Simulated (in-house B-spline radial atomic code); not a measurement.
**Sm²⁺ in a hard spherical wall**

Aim: energy and levels of Sm²⁺ squeezed by an impenetrable sphere of shrinking radius. More than one configuration is followed.

Program: in-house B-spline radial atomic code version 1. Level of theory: scalar-relativistic (spin-free one-electron X2C) PBE, spherical fractional occupations, Fermi nucleus, basis-set limit. These are calculated values, not measurements, unless marked.

## 1. Starting point

| Property | Result |
| --- | --- |
| element | samarium (Z = 62) |
| charge | +2 |
| electrons | 60 |
| configuration | [Xe] 4f6 |
| Hamiltonian | scalar-relativistic (X2C) |
| nucleus | Fermi, rms radius 5.082 fm |

Outer shells as boxes (Hund's rule):

[Xe] 4f6
```
[Xe] core
4f [↑ ][↑ ][↑ ][↑ ][↑ ][↑ ][  ]
```

The boxes only draw the filling; these runs are spin-restricted and spherical.

Settings of the run:

```ini
Z = 62
electrons = 60.0
configuration = [Xe] 4f6
hamiltonian = x2c
method = pbe,pbe
spin_polarised = False
nucleus = fermi
rms_radius = 5.0819
mass_number = 152
atomic_mass = 151.919738646
speed_of_light = 137.035999084
```

From the earlier run of the reference: total energy -10425.585656 hartree. Levels, eight at most:

| orbital | occupation | energy (eV) | <r> (bohr) |
| --- | --- | --- | --- |
| 3p | 6 | -1426.12 | 0.2528 |
| 3d | 10 | -1076.35 | 0.2310 |
| 4s | 2 | -344.50 | 0.5794 |
| 4p | 6 | -260.65 | 0.6129 |
| 4d | 10 | -141.78 | 0.6712 |
| 5s | 2 | -56.521 | 1.409 |
| 5p | 6 | -36.531 | 1.647 |
| 4f | 6 | -15.730 | 0.9925 |

## 2. Wall at 6.94 bohr, configuration [Xe] 4f6

Settings of the run:

```ini
Z = 62
electrons = 60.0
configuration = [Xe] 4f6
hamiltonian = x2c
method = pbe,pbe
spin_polarised = False
nucleus = fermi
rms_radius = 5.0819
mass_number = 152
atomic_mass = 151.919738646
speed_of_light = 137.035999084
wall_radius = 6.94
```

## 3. Wall at 3.35 bohr, configuration [Xe] 4f6

Changes to the settings of step 2:

```diff
@@ -11,2 +11,2 @@
 speed_of_light = 137.035999084
-wall_radius = 6.94
+wall_radius = 3.35
```

## 4. Wall at 2.24 bohr, configuration [Xe] 4f6

Changes to the settings of step 3:

```diff
@@ -11,2 +11,2 @@
 speed_of_light = 137.035999084
-wall_radius = 3.35
+wall_radius = 2.24
```

## 5. Wall at 6.94 bohr, configuration [Kr] 4d10 4f6 5s2 5p5 5f1

Settings of the run:

```ini
Z = 62
electrons = 60.0
configuration = [Kr] 4d10 4f6 5s2 5p5 5f1
hamiltonian = x2c
method = pbe,pbe
spin_polarised = False
nucleus = fermi
rms_radius = 5.0819
mass_number = 152
atomic_mass = 151.919738646
speed_of_light = 137.035999084
wall_radius = 6.94
```

## 6. Wall at 3.35 bohr, configuration [Kr] 4d10 4f6 5s2 5p5 5f1

Changes to the settings of step 5:

```diff
@@ -11,2 +11,2 @@
 speed_of_light = 137.035999084
-wall_radius = 6.94
+wall_radius = 3.35
```

## 7. Wall at 2.24 bohr, configuration [Kr] 4d10 4f6 5s2 5p5 5f1

Changes to the settings of step 6:

```diff
@@ -11,2 +11,2 @@
 speed_of_light = 137.035999084
-wall_radius = 3.35
+wall_radius = 2.24
```

## 8. Wall at 6.94 bohr, configuration [Kr] 4d10 4f6 5s2 5p5 5d1

Settings of the run:

```ini
Z = 62
electrons = 60.0
configuration = [Kr] 4d10 4f6 5s2 5p5 5d1
hamiltonian = x2c
method = pbe,pbe
spin_polarised = False
nucleus = fermi
rms_radius = 5.0819
mass_number = 152
atomic_mass = 151.919738646
speed_of_light = 137.035999084
wall_radius = 6.94
```

## 9. Wall at 3.35 bohr, configuration [Kr] 4d10 4f6 5s2 5p5 5d1

Changes to the settings of step 8:

```diff
@@ -11,2 +11,2 @@
 speed_of_light = 137.035999084
-wall_radius = 6.94
+wall_radius = 3.35
```

## 10. Wall at 2.24 bohr, configuration [Kr] 4d10 4f6 5s2 5p5 5d1

Changes to the settings of step 9:

```diff
@@ -11,2 +11,2 @@
 speed_of_light = 137.035999084
-wall_radius = 3.35
+wall_radius = 2.24
```

**Question.** What do the energy and the highest level do as the wall closes in, and which configuration is lower at each radius?

The runs gave:

| configuration | radius (bohr) | energy above the free system (eV) | highest level (eV) |
| --- | --- | --- | --- |
| [Xe] 4f6 | 6.94 | 0.0033 | -15.718 (4f) |
| [Xe] 4f6 | 3.35 | 8.228 | -11.327 (4f) |
| [Xe] 4f6 | 2.24 | 135.28 | 12.817 (4f) |
| [Kr] 4d10 4f6 5s2 5p5 5f1 | 6.94 | 36.758 | -3.445 (5f) |
| [Kr] 4d10 4f6 5s2 5p5 5f1 | 3.35 | 66.502 | 24.012 (5f) |
| [Kr] 4d10 4f6 5s2 5p5 5f1 | 2.24 | 230.41 | 89.961 (5f) |
| [Kr] 4d10 4f6 5s2 5p5 5d1 | 6.94 | 23.329 | -14.820 (5d) |
| [Kr] 4d10 4f6 5s2 5p5 5d1 | 3.35 | 35.507 | -6.386 (5d) |
| [Kr] 4d10 4f6 5s2 5p5 5d1 | 2.24 | 175.51 | 34.826 (5d) |

**Reading.** For [Xe] 4f6 the energy above the free reference is 0.0033 eV at 6.94 bohr and 135.28 eV at 2.24 bohr. Its highest level passes zero between 3.35 and 2.24 bohr; in smaller spheres the level is positive, pushed up by confinement, and the wall keeps the electron in. Of [Xe] 4f6 and [Kr] 4d10 4f6 5s2 5p5 5f1, the first stays lower at every radius that both share. At 2.24 bohr the lowest of all 3 is [Xe] 4f6. A hard wall is a crude model of an atom's surroundings.
